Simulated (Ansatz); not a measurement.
**MoS2: how the settings move a relaxation**

Question: which choices in the input matter for MoS2?

Program: Ansatz 0.2.0. Level of theory: reference: DFT, PBEsol, PAW with Ansatz's default frozen-core files, scalar-relativistic; relaxation of cell and atoms. These are calculated values, not measurements.

1 further run of the same task is left out (set aside as unsound or not needed).

## 1. The structure to begin with

The structure is hexagonal, space group P6_3/mmc (No. 194). Conventional cell: a = 3.169 Å, b = 3.169 Å, c = 12.324 Å, α = 90.00°, β = 90.00°, γ = 120.00°. Around Mo (site symmetry -6m2) lie 6 S at 2.41 Å. S (site symmetry 3m) has 3 Mo at 2.41 Å as nearest neighbours.

Coordinates:

```xyz
6
Lattice="3.1690 0.0000 0.0000 -1.5845 2.7444 0.0000 0.0000 0.0000 12.3240" Properties=species:S:1:pos:R:3 pbc="T T T"
Mo    0.0000    1.8296    3.0810
Mo    1.5845    0.9148    9.2430
S     0.0000    1.8296    7.6779
S     1.5845    0.9148    1.5159
S     0.0000    1.8296   10.8081
S     1.5845    0.9148    4.6461
```

## 2. Reference

File input.yaml:

```yaml
crystal:
  lattice:
    - [3.169, 0.0, 0.0]
    - [-1.5845, 2.7444345046, 0.0]
    - [0.0, 0.0, 12.324]
  atoms:
    - { symbol: Mo, position: [0.333333333333, 0.666666666667, 0.25] }
    - { symbol: Mo, position: [0.666666666667, 0.333333333333, 0.75] }
    - { symbol: S, position: [0.333333333333, 0.666666666667, 0.623] }
    - { symbol: S, position: [0.666666666667, 0.333333333333, 0.123] }
    - { symbol: S, position: [0.333333333333, 0.666666666667, 0.877] }
    - { symbol: S, position: [0.666666666667, 0.333333333333, 0.377] }
kpoints:
  mp_grid: { grid: [10, 10, 2] }
scf:
  occupations: { method: fermi_dirac, width: 0.1 }
hamiltonian:
  xc: pbesol
  pseudopotentials: { kind: paw }
relax:
  f_tol: 0.002
  max_steps: 80
  cell: {}
output:
  forces: true
  stress: true
```

The run is started by

```console
> ansatz run input.yaml --threads 2 --pin off --max-ram 6144MiB --backend cpu --events-out ev --progress --plain --runs-dir out
```

## 3. A further run, with the input changed

input.yaml, as its differences from that of step 2:

```diff
@@ -13,5 +13,6 @@
 kpoints:
-  mp_grid: { grid: [10, 10, 2] }
+  mp_grid: { grid: [8, 8, 2] }
 scf:
-  occupations: { method: fermi_dirac, width: 0.1 }
+  occupations: { method: fixed }
+  algorithm: density_mixing
 hamiltonian:
@@ -26 +27,3 @@
   stress: true
+basis:
+  ecutwfc: "800 eV"
```

(Steps that only read results are left out.)

Before running it: what results should come out? Wanted: for each run, ending; energy change; pressure; gap; force.

The runs gave:

| run | ending | energy change | pressure (GPa) | gap (eV) | force (eV/Å) | cycles | time |
| --- | --- | --- | --- | --- | --- | --- | --- |
| reference | converged | 0 | 0.0 | 1.02 | 0.00 | 40 | 14 s |
| 1: mp_grid.grid [8, 8, 2], occupations.method fixed, scf.algorithm density_mixing, ecutwfc 800 eV | converged | -0.5 meV/atom (σ→0) | 0.0 | 1.08 | 0.00 | 41 | 28 s |

What this shows: Changing the k-point mesh, smearing, solver and cutoff moves the energy by -0.5 meV/atom (σ→0 values), and the gap on the mesh goes from 1.02 to 1.08 eV and the final volume goes from 107.52 to 107.47 Å³. More than one kind of setting changed, and this run alone doesn't tell their shares apart. A gap read on a mesh depends on which points the mesh holds, and a coarse mesh shifts the density too. Cost: 41 SCF cycles against 40, 28 s against 14 s.
